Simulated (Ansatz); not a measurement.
# BF (P1) in Ansatz: convergence with wavefunction cutoff

Aim: find how far wavefunction cutoff must go before the results for BF settle, at r2SCAN. This setting moves, with any that are tied to it; all else stays.

All numbers are computed with Ansatz 0.2.0; they aren't measurements. Logs are shortened: lines on timing, memory, paths and dates and some standing lists are left out, and cuts for length are marked.

## 1. The cell of the first run

The typed cell holds 2 atoms: a = 3.059 Å, b = 3.059 Å, c = 3.059 Å, α = 116.01°, β = 116.01°, γ = 97.07°.

The cell was built by a generator and needn't be a form met in nature.

The cell isn't the ideal one: atoms moved at random, drawn with an rms of 0.05 Å.

## 2. With wavefunction cutoff 200 eV

Input file input.yaml:

```yaml
crystal:
  lattice:
    - [-1.62112986, 1.62112986, 2.02583494]
    - [1.62112986, -1.62112986, 2.02583494]
    - [1.62112986, 1.62112986, -2.02583494]
  atoms:
    - { symbol: B, position: [-0.001628, -0.004344, 0.012969] }
    - { symbol: F, position: [0.51132, 0.500644, -0.010255] }
hamiltonian:
  xc: r2scan
  pseudopotentials: { kind: paw }
kpoints:
  mp_grid: { grid: [8, 8, 8] }
scf:
  occupations: { method: fermi_dirac, width: 0.05 }
output:
  forces: true
  stress: true
  eigenvalues: true
basis:
  ecutwfc: "200 eV"
```

Potentials or basis: Ansatz PAW.

Run with:

```console
> ansatz run input.yaml --threads 2 --pin off --max-ram 5632MiB --backend cpu --events-out ev --progress --plain --runs-dir out
```

Output:

```text
Warning: basis.ecutwfc = 200 eV is below the records' recommended 500 eV, and the density's cutoff is lower with it unless basis.ecutrho_ratio is high enough to keep the records' density cutoff: compare with a run at a higher cutoff
Warning: RAYON_NUM_THREADS=2 ignored (pool sized by the plan → 2); use --threads N
Engine: ansatz 0.2.0, aarch64-unknown-linux-gnu
Pseudopotentials: kind: paw
Pseudopotential: B, paw, valence charge 3, recommended cutoff 500 eV (meta_gga), B.paw.azcp
Pseudopotential: F, paw, valence charge 7, recommended cutoff 500 eV (meta_gga), F.paw.azcp
Functional definition: r2SCAN
  parameter k0 = 0.174
  parameter k1 = 0.065
  parameter a1 = 4.9479
  exchange = r2scan_x(k0 = k0, k1 = k1, a1 = a1)
  correlation = r2scan_c
Crystal: 2 atoms, lattice volume = 21.296 Å³
Basis set: ecut = 200 eV, 145 PW (Γ), exchange–correlation on 60×60×60 points (64 copies of the dense FFT grid, shifted against one another)
Bands: 9, of which v1, the nominal top of the filled ones, is band 5 counted from 1 (4 counted from 0)
Symmetry: 1 space group operations
Space group: P1 (ITA 1), of the structure as read, at distance tolerance 2.8e-5 Å
k-points: 260 of 512 (time reversal used)
Non-local potential: B, projectors of the file, l = 0: 2, l = 1: 2, l = 2: 1
Non-local potential: F, projectors of the file, l = 0: 2, l = 1: 2, l = 2: 1
PAW form: soft (Blöchl's): semilocal exchange-correlation on the pseudo side does not see the compensation charge
PAW frozen core: B, regenerated for the run's functional (the file was generated under x = pbe(κ = 0.804, μ = 0.2195149727645171), c = pbe(β = 0.06672455060314922))
PAW frozen core: F, regenerated for the run's functional (the file was generated under x = pbe(κ = 0.804, μ = 0.2195149727645171), c = pbe(β = 0.06672455060314922))
PAW one-centre angular grid: B, 302 points (default); XC on 160 Gauss nodes
PAW one-centre angular grid: F, 302 points (default); XC on 160 Gauss nodes
Initial density: superposition of atomic densities (neutral atoms: chi_scale 0, normalization atom), corrected by the library's trained network
Initial wavefunctions: pseudopotential atomic-orbital guess
Functional: x = r2scan, c = r2scan; τ floored in thin density (d = 2e-4 eV/Å³)
SCF iter   1: F=—  HF=-951.424793 eV  |F-HF|=—  |Δ(HF+E_count)|=         —  Δρ=2.07e-1  dr2=3.27e0  dr2_τ=2.65e-1  ethr=1.77e-3  ⟨swp⟩=4.3  Hψ=14389  notcnv=0
preconditioner: auto → none  [insulator: Δε(μ)=0.578 eV  Ē_g=11.679 eV  σ=0.050 eV  W_gap=0.99  n_scr=0 (ndim 8)  ℏωp=22.8 eV  f_vac=0.000  D(μ)=0.00/eV (n_scr^D=0)  ε∞_Penn≈4.8]
SCF iter   2: F=—  HF=-950.921089 eV  |F-HF|=—  |Δ(HF+E_count)|=   5.04e-1  Δρ=7.58e-2  dr2=1.13e0  dr2_τ=1.83e-1  ethr=1.77e-3  ⟨swp⟩=2.0  Hψ=6760  notcnv=0
SCF iter   3: F=—  HF=-950.634717 eV  |F-HF|=—  |Δ(HF+E_count)|=   2.86e-1  Δρ=4.13e-2  dr2=9.15e-2  dr2_τ=3.75e-2  ethr=1.77e-3  ⟨swp⟩=2.7  Hψ=6660  notcnv=0
SCF iter   4: F=—  HF=-950.631269 eV  |F-HF|=—  |Δ(HF+E_count)|=   3.45e-3  Δρ=6.44e-3  dr2=9.42e-3  dr2_τ=5.49e-4  ethr=9.15e-4  ⟨swp⟩=2.9  Hψ=6019  notcnv=0
SCF iter   5: F=—  HF=-950.629798 eV  |F-HF|=—  |Δ(HF+E_count)|=   1.47e-3  Δρ=3.89e-3  dr2=3.17e-3  dr2_τ=2.49e-4  ethr=9.42e-5  ⟨swp⟩=2.4  Hψ=4556  notcnv=0
SCF iter   6: F=—  HF=-950.629025 eV  |F-HF|=—  |Δ(HF+E_count)|=   7.72e-4  Δρ=1.48e-3  dr2=4.61e-4  dr2_τ=1.39e-5  ethr=3.17e-5  ⟨swp⟩=1.0  Hψ=2428  notcnv=0
SCF iter   7: F=—  HF=-950.628900 eV  |F-HF|=—  |Δ(HF+E_count)|=   1.25e-4  Δρ=2.68e-4  dr2=1.49e-5  dr2_τ=4.55e-7  ethr=4.61e-6  ⟨swp⟩=1.6  Hψ=2769  notcnv=0
SCF iter   8: F=—  HF=-950.628895 eV  |F-HF|=—  |Δ(HF+E_count)|=   4.94e-6  Δρ=2.63e-5  dr2=1.43e-7  dr2_τ=4.34e-9  ethr=1.49e-7  ⟨swp⟩=2.0  Hψ=3220  notcnv=0
SCF iter   9: F=-950.628895 eV  HF=-950.628895 eV  |F-HF|=7.02e-10  |Δ(HF+E_count)|=   3.70e-8  Δρ=1.96e-6  dr2=8.48e-10  dr2_τ=2.73e-11  ethr=1.00e-9  ⟨swp⟩=3.2  Hψ=6549  notcnv=0
SCF 1 converged in 9 iterations: F = -950.628895 eV  dr2 = 8.48e-10
SCF converged after 9 iterations
Free energy (F): -950.628895 eV
Harris-Foulkes:  -950.628895 eV  (|F-HF|=7.02e-10)
Internal energy: -950.628864 eV  (E = F + TS)
E sigma→0 (E₀):  -950.628879 eV
Entropy (-TS):   -0.000032 eV (-0.016 meV/atom)
Fermi energy:    5.547758 eV
--- Per-component energies (eV) ---
  E_band       = -51.228159
  E_kinetic    = 264.875901
  E_local      = -603.966923  (includes V_loc(G=0)·N_el)
  E_nonlocal   = 65.376850
  E_hartree    = 216.102098
  E_xc         = -113.544513
  E_vxc        = -161.779123  (∫ρ·V_xc dr)
  E_paw        = -271.873177  (= ΣΔE_a)
  E_vpaw       = -58.792330  (= ΣTr[D̂ρ^β])
  E_aug_tail   = 0.026792  (compensation charges beyond the density's cutoff)
  E_vtau       = 10.827281  (kinetic-family band-sum trace: ∫τ·v_τ [+ j·A + Jᵃ·Aᵃ] dr)
  E_ewald      = -507.576058
  E_core_change = -0.049834  (= ΣΔE_core)
  E_smearing   = -0.000032  (= −TS)
  E_closure    = 0.000000  (closes the sum)
  Σ components = -950.628895   (vs F -950.628895, Δ=0.00e0)
--- Forces (eV/Å), atoms counted from 1 ---
  atom   1  B      0.04629361     0.02593207    -1.20590461
  atom   2  F     -0.04628066    -0.02589688     1.20520428
  max |Σ_I F_I| component: 7.00e-4 eV/Å
--- Stress (GPa, compression-positive) ---
       10.831030      -0.432834      -0.623728
       -0.432834      10.816874      -0.307484
       -0.623728      -0.307484       8.034390
  P = ⅓ Tr σ = 9.8941 GPa (98.941 kbar)
--- Band table (eV; the first three rows and the last of 260) ---
  k-point 0: bands = ["-22.8900", "-1.5024", "-1.0784", "-1.0358", "-0.9349", "10.3872", "10.3970", "12.6806", "21.1263"]
  k-point 1: bands = ["-22.8298", "-2.2479", "-1.7784", "-1.1219", "0.7738", "9.4172", "10.1831", "12.1639", "19.3304"]
  k-point 2: bands = ["-22.6606", "-2.9033", "-2.2644", "-0.9238", "2.1376", "7.9138", "9.8930", "11.8318", "17.2524"]
  k-point 259: bands = ["-22.2843", "-3.5027", "-1.7237", "-1.7019", "1.8777", "9.6403", "9.6980", "10.7199", "14.0866"]
```

It took 2.3 s on 2 threads of Arm Neoverse V1, shared host; peak memory 0.28 GiB.

Results:

* Free energy: -950.6289 eV
* Pressure: 9.9 GPa
* Largest force: 1.207 eV/Å
* Band gap on the k mesh: 0.60 eV, direct

## 3. With wavefunction cutoff 250 eV

Changes to input.yaml since step 2:

```diff
@@ -20,2 +20,2 @@
 basis:
-  ecutwfc: "200 eV"
+  ecutwfc: "250 eV"
```

Potentials or basis: Ansatz PAW.

Run with:

```console
> ansatz run input.yaml --threads 2 --pin off --max-ram 5632MiB --backend cpu --events-out ev --progress --plain --runs-dir out
```

Wall time 2.8 s (2 threads of Arm Neoverse V1, shared host); peak memory 0.29 GiB.

Results:

* Free energy: -958.4671 eV
* Pressure: 13.3 GPa
* Largest force: 0.932 eV/Å
* Band gap on the k mesh: 0.15 eV, direct

## 4. With wavefunction cutoff 300 eV

Changes to input.yaml since step 3:

```diff
@@ -20,2 +20,2 @@
 basis:
-  ecutwfc: "250 eV"
+  ecutwfc: "300 eV"
```

Run with:

```console
> ansatz run input.yaml --threads 2 --pin off --max-ram 5632MiB --backend cpu --events-out ev --progress --plain --runs-dir out
```

It took 3.4 s on 2 threads of Arm Neoverse V1, shared host; peak memory 0.32 GiB.

Results:

| Quantity | Value |
| --- | --- |
| Free energy | -960.7220 eV |
| Pressure | 14.0 GPa |
| Largest force | 0.734 eV/Å |
| Band gap on the k mesh | 0.29 eV, direct |

## 5. With wavefunction cutoff 350 eV

Changes to input.yaml since step 4:

```diff
@@ -20,2 +20,2 @@
 basis:
-  ecutwfc: "300 eV"
+  ecutwfc: "350 eV"
```

Run with:

```console
> ansatz run input.yaml --threads 2 --pin off --max-ram 5632MiB --backend cpu --events-out ev --progress --plain --runs-dir out
```

Wall time 3.8 s (2 threads of Arm Neoverse V1, shared host); peak memory 0.34 GiB.

What came out:

```yaml
Free_energy: -961.2373 eV
Pressure: 13.7 GPa
Largest_force: 0.779 eV/Å
Band_gap_on_the_k_mesh: 0.30 eV, direct
```

## 6. With wavefunction cutoff 400 eV

Changes to input.yaml since step 5:

```diff
@@ -20,2 +20,2 @@
 basis:
-  ecutwfc: "350 eV"
+  ecutwfc: "400 eV"
```

Potentials or basis: Ansatz PAW.

Run with:

```console
> ansatz run input.yaml --threads 2 --pin off --max-ram 5632MiB --backend cpu --events-out ev --progress --plain --runs-dir out
```

Run time: 5.1 s. Hardware: 2 threads of Arm Neoverse V1, shared host; peak memory 0.36 GiB.

It converged, with:

```yaml
Free_energy: -961.3275 eV
Pressure: 13.8 GPa
Largest_force: 0.794 eV/Å
Band_gap_on_the_k_mesh: 0.30 eV, direct
```

## 7. With wavefunction cutoff 450 eV

Changes to input.yaml since step 6:

```diff
@@ -20,2 +20,2 @@
 basis:
-  ecutwfc: "400 eV"
+  ecutwfc: "450 eV"
```

Run with:

```console
> ansatz run input.yaml --threads 2 --pin off --max-ram 5632MiB --backend cpu --events-out ev --progress --plain --runs-dir out
```

Run time: 6.3 s. Hardware: 2 threads of Arm Neoverse V1, shared host; peak memory 0.4 GiB.

The run converged. Its results:

```yaml
Free_energy: -961.3362 eV
Pressure: 13.8 GPa
Largest_force: 0.794 eV/Å
Band_gap_on_the_k_mesh: 0.30 eV, direct
```

## 8. With wavefunction cutoff 500 eV

Changes to input.yaml since step 7:

```diff
@@ -20,2 +20,2 @@
 basis:
-  ecutwfc: "450 eV"
+  ecutwfc: "500 eV"
```

Run with:

```console
> ansatz run input.yaml --threads 2 --pin off --max-ram 5632MiB --backend cpu --events-out ev --progress --plain --runs-dir out
```

Wall time 6.7 s (2 threads of Arm Neoverse V1, shared host); peak memory 0.41 GiB.

Results (log left out):

* Free energy: -961.3376 eV
* Pressure: 13.8 GPa
* Largest force: 0.794 eV/Å
* Band gap on the k mesh: 0.30 eV, direct

## 9. With wavefunction cutoff 600 eV

Changes to input.yaml since step 8:

```diff
@@ -20,2 +20,2 @@
 basis:
-  ecutwfc: "500 eV"
+  ecutwfc: "600 eV"
```

Potentials or basis: Ansatz PAW.

Run with:

```console
> ansatz run input.yaml --threads 2 --pin off --max-ram 5632MiB --backend cpu --events-out ev --progress --plain --runs-dir out
```

Run time: 8.7 s. Hardware: 2 threads of Arm Neoverse V1, shared host; peak memory 0.45 GiB.

Results (log left out):

| Item | Value |
| --- | --- |
| Free energy | -961.3434 eV |
| Pressure | 13.8 GPa |
| Largest force | 0.795 eV/Å |
| Band gap on the k mesh | 0.30 eV, direct |

## 10. With wavefunction cutoff 800 eV

Changes to input.yaml since step 9:

```diff
@@ -20,2 +20,2 @@
 basis:
-  ecutwfc: "600 eV"
+  ecutwfc: "800 eV"
```

Run with:

```console
> ansatz run input.yaml --threads 2 --pin off --max-ram 5632MiB --backend cpu --events-out ev --progress --plain --runs-dir out
```

Wall time 12 s (2 threads of Arm Neoverse V1, shared host); peak memory 0.56 GiB.

Results (log left out):

* Free energy: -961.3458 eV
* Pressure: 13.8 GPa
* Largest force: 0.795 eV/Å
* Band gap on the k mesh: 0.30 eV, direct

## 11. Summary

| wavefunction cutoff | energy less the tightest run, at zero smearing (meV/atom) | pressure (GPa) | largest force (eV/Å) | gap on the mesh (eV) | SCF cycles | CPU time (s) | peak memory (GiB) |
| --- | --- | --- | --- | --- | --- | --- | --- |
| 200 eV | 5358.42 | 9.89 | 1.207 | 0.597 | 9 | 4.4 | 0.28 |
| 250 eV | 1439.44 | 13.34 | 0.932 | 0.148 | 7 | 5.5 | 0.29 |
| 300 eV | 311.92 | 14.04 | 0.734 | 0.294 | 7 | 6.6 | 0.32 |
| 350 eV | 54.26 | 13.73 | 0.779 | 0.295 | 6 | 7.4 | 0.34 |
| 400 eV | 9.18 | 13.84 | 0.794 | 0.302 | 7 | 10 | 0.36 |
| 450 eV | 4.81 | 13.84 | 0.794 | 0.303 | 7 | 12 | 0.4 |
| 500 eV | 4.10 | 13.83 | 0.794 | 0.302 | 7 | 13 | 0.41 |
| 600 eV | 1.24 | 13.80 | 0.795 | 0.302 | 7 | 17 | 0.45 |
| 800 eV | 0.00 | 13.78 | 0.795 | 0.302 | 7 | 24 | 0.56 |

Against the tightest run, the pressure stays within 0.1 GPa from 350 eV on; the largest force stays within 0.005 eV/Å from 400 eV on; the gap on the mesh stays within 0.01 eV from 300 eV on. Not settled before the last step: the energy (to 1 meV/atom). The tightest run that finished is the yardstick and may itself not be fully converged.

Caveats: the PAW data sets come from PBE, with cores solved anew for the run's functional, which leaves a small shift of forces and pressure.
